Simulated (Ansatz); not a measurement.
# C6H15B: small, medium and large basis sets

One table from this session's results is given with a row withheld; the runs are named, their logs left out.

Computed with Ansatz 0.2.0, Gaussian basis. Level: one geometry, several basis sets.

Plan: PBE0-D4/def2-SVP; ωB97M-V/def2-SVP; PBE0-D4/def2-QZVPP; ωB97M-V/def2-QZVPP; the functionals' def2-TZVPP values are taken from earlier runs.

### The relaxed structure

An earlier PBE0-D4 in a triple-zeta def2 set relaxation fixed the geometry.

SMILES `CCB(CC)CC`, 22 atoms, charge 0, spin multiplicity 1.

Atoms are counted from 1 here; the program's logs count them from 0.

Bond lengths: C1–C2 1.522 Å, C1–H8 1.093 Å, C1–H9 1.093 Å, C1–H10 1.093 Å, C2–B3 1.571 Å, C2–H11 1.103 Å, C2–H12 1.099 Å, B3–C4 1.573 Å, B3–C6 1.572 Å, C4–C5 1.537 Å, C4–H13 1.095 Å, C4–H14 1.096 Å, C5–H15 1.093 Å, C5–H16 1.094 Å, C5–H17 1.094 Å, C6–C7 1.539 Å, C6–H18 1.095 Å, C6–H19 1.095 Å and more. Angles: C2–C1–H8 111.5°, C2–C1–H9 112.1°, C2–C1–H10 111.3°, H8–C1–H9 107.4°, H8–C1–H10 107.0°, H9–C1–H10 107.3°, C1–C2–B3 118.9°, C1–C2–H11 109.9°, C1–C2–H12 110.7°, B3–C2–H11 104.2°, B3–C2–H12 108.8°, H11–C2–H12 102.9°, C2–B3–C4 118.8°, C2–B3–C6 121.9°, C4–B3–C6 119.2°, B3–C4–C5 108.0°, B3–C4–H13 112.5°, B3–C4–H14 111.4° and more.

Set-up of the first run:

in.yaml

```yaml
crystal:
  periodic: [false, false, false]
  atoms:
    - {symbol: C, position_ang: [2.160456, 0.234704, 1.280789]}
    - {symbol: C, position_ang: [1.187497, -0.754628, 0.655189]}
    - {symbol: B, position_ang: [-0.106659, -0.205685, -0.045699]}
    - {symbol: C, position_ang: [-1.261501, -1.213693, -0.400453]}
    - {symbol: C, position_ang: [-2.311642, -1.145566, 0.719732]}
    - {symbol: C, position_ang: [-0.258258, 1.307071, -0.444686]}
    - {symbol: C, position_ang: [0.431372, 1.496926, -1.806808]}
    - {symbol: H, position_ang: [2.509870, 0.969940, 0.551179]}
    - {symbol: H, position_ang: [3.043282, -0.260962, 1.692744]}
    - {symbol: H, position_ang: [1.690040, 0.791863, 2.095509]}
    - {symbol: H, position_ang: [1.696436, -1.336327, -0.132247]}
    - {symbol: H, position_ang: [0.897007, -1.526135, 1.381491]}
    - {symbol: H, position_ang: [-0.904579, -2.245339, -0.490529]}
    - {symbol: H, position_ang: [-1.745668, -0.950002, -1.348020]}
    - {symbol: H, position_ang: [-3.149441, -1.818630, 0.522658]}
    - {symbol: H, position_ang: [-2.719269, -0.136465, 0.826200]}
    - {symbol: H, position_ang: [-1.885463, -1.429716, 1.686225]}
    - {symbol: H, position_ang: [-1.309232, 1.600496, -0.540156]}
    - {symbol: H, position_ang: [0.205850, 1.982738, 0.280881]}
    - {symbol: H, position_ang: [-0.011632, 0.854522, -2.573141]}
    - {symbol: H, position_ang: [1.496761, 1.256182, -1.755407]}
    - {symbol: H, position_ang: [0.344785, 2.528727, -2.155472]}
basis:
  gaussian: {orbitals: def2-SVP}
hamiltonian: {xc: pbe0, dispersion: d4}
output: {orbitals: {seedname: orbitals}}
```

Started as:

```console
> ansatz run in.yaml --threads 2 --pin off --events-out ev --progress --plain --max-ram 32768MiB --backend cpu
```

Among the steps run: PBE0-D4 in def2-SVP; ωB97M-V in def2-SVP; PBE0-D4 in def2-QZVPP; ωB97M-V in def2-QZVPP.

One of the session's tables, all rows but one given; the rest of the session is left out.

```
functional       basis  HOMO (eV)  LUMO (eV)
   PBE0-D4    def2-SVP      -7.83      -0.16
   PBE0-D4  def2-TZVPP          ?          ?
   PBE0-D4  def2-QZVPP      -7.86      -0.32
   ωB97M-V    def2-SVP     -10.13       1.82
   ωB97M-V  def2-TZVPP     -10.16       1.61
   ωB97M-V  def2-QZVPP     -10.16       1.42
```

Estimate the missing values for PBE0-D4, def2-TZVPP.

The run gave: HOMO (eV): -7.86; LUMO (eV): -0.28.
